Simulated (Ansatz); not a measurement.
**BBrCl₂ + H₂: a complex and its separated parts**

The complex below is one end of an elementary step. How strongly is it bound against its free parts?

Method: PBE0-D4/def2-TZVP structures, single points in def2-TZVPP, no counterpoise correction; program: Ansatz 0.2.0, Gaussian basis.

Levels: SPW92, PBE-D4, BLYP-D4, r2SCAN-D4, B97M-V, PBE0-D4, B3LYP-D4, r2SCAN0-D4, BHLYP-D4, CAM-B3LYP-D4, wB97X-V, wB97M-V, B2PLYP, PBE-QIDH, RPA on PBE, Hartree-Fock, MP2, CCSD, CCSD(T).

Cores are frozen in the correlated methods. Filled d shells of the heavier atoms are correlated. B3LYP uses VWN-RPA correlation. B2PLYP carries no dispersion term here.

96 further runs of the same task are left out: 2 that didn't finish, 94 set aside as unsound or not needed.

## Step 1: Where the work starts

The complex: 6 atoms, charge 0, spin multiplicity 1.

Atoms are counted from 1 here; the program's logs count them from 0.

Bond lengths: B1–Cl3 1.735 Å, B1–Cl4 1.735 Å, B1–Br6 1.902 Å, H2–H5 0.747 Å. Angles: Cl3–B1–Cl4 120.1°, Cl3–B1–Br6 119.9°, Cl4–B1–Br6 119.9°.

Geometry (Å):

```xyz
6

B    -0.38023   -0.98270    0.25674
H     0.63451    1.91652   -0.95186
Cl    0.70536   -1.72052   -0.87711
Cl   -1.97522   -0.51712   -0.24099
H     0.83800    1.99224   -0.23763
Br    0.17759   -0.68852    2.05085
```

Its parts: BBrCl₂ holds atoms 1, 3, 4, 6; H₂ holds atoms 2, 5. Each part counts its atoms afresh in its own runs.

## Step 2: Relaxing BBrCl₂ alone

Input file relax-a/in.yaml:

```yaml
crystal:
  periodic: [false, false, false]
  atoms:
    - {symbol: B, position_ang: [-0.380230, -0.982698, 0.256742]}
    - {symbol: Cl, position_ang: [0.705362, -1.720517, -0.877108]}
    - {symbol: Cl, position_ang: [-1.975222, -0.517118, -0.240991]}
    - {symbol: Br, position_ang: [0.177587, -0.688521, 2.050853]}
basis:
  gaussian: {orbitals: def2-TZVP}
hamiltonian: {xc: pbe0, dispersion: d4}
relax: {f_tol: 0.005, max_steps: 200}
```

Run with:

```sh
$ ansatz run in.yaml --threads 4 --pin off --events-out ev --progress --plain --max-ram 9574MiB
```

The runs that follow: Relaxing H₂ alone; SPW92/def2-TZVPP; PBE-D4/def2-TZVPP; BLYP-D4/def2-TZVPP; r2SCAN-D4/def2-TZVPP; B97M-V/def2-TZVPP; PBE0-D4/def2-TZVPP; B3LYP-D4/def2-TZVPP; r2SCAN0-D4/def2-TZVPP; BHLYP-D4/def2-TZVPP; CAM-B3LYP-D4/def2-TZVPP; wB97X-V/def2-TZVPP; wB97M-V/def2-TZVPP; B2PLYP/def2-TZVPP; PBE-QIDH/def2-TZVPP; RPA on PBE/def2-TZVPP; CCSD(T)/def2-TZVPP; Vibrations of BBrCl₂; Vibrations of H₂.

Q: Predict the outcome of this session. Wanted: complex less parts, CCSD(T)/def2-TZVPP; with zero-point energy; largest T1 diagnostic.

As calculated:

| quantity | value |
| --- | --- |
| complex less parts, CCSD(T)/def2-TZVPP | -0.0235 eV |
| with zero-point energy | +0.0027 eV |
| largest T1 diagnostic | 0.010 |

**Reading.** At CCSD(T) the complex lies 0.0235 eV below its parts. B3LYP-D4 is the best functional here (+0.0005 eV from CCSD(T)); SPW92 is the worst (-0.0305 eV). By rung, the mean size of the error is: LDA 0.0305, GGA 0.0097, meta-GGA 0.0032, hybrid 0.0043, range-separated hybrid 0.0072, double hybrid 0.0136 eV. PBE-D4 gives a relative energy 0.0120 eV too low, an error of 51 % of the reference. No counterpoise was applied, and triple zeta lacks some correlation, so the CCSD(T) reference has a basis error of its own, and close matches with it are partly luck.
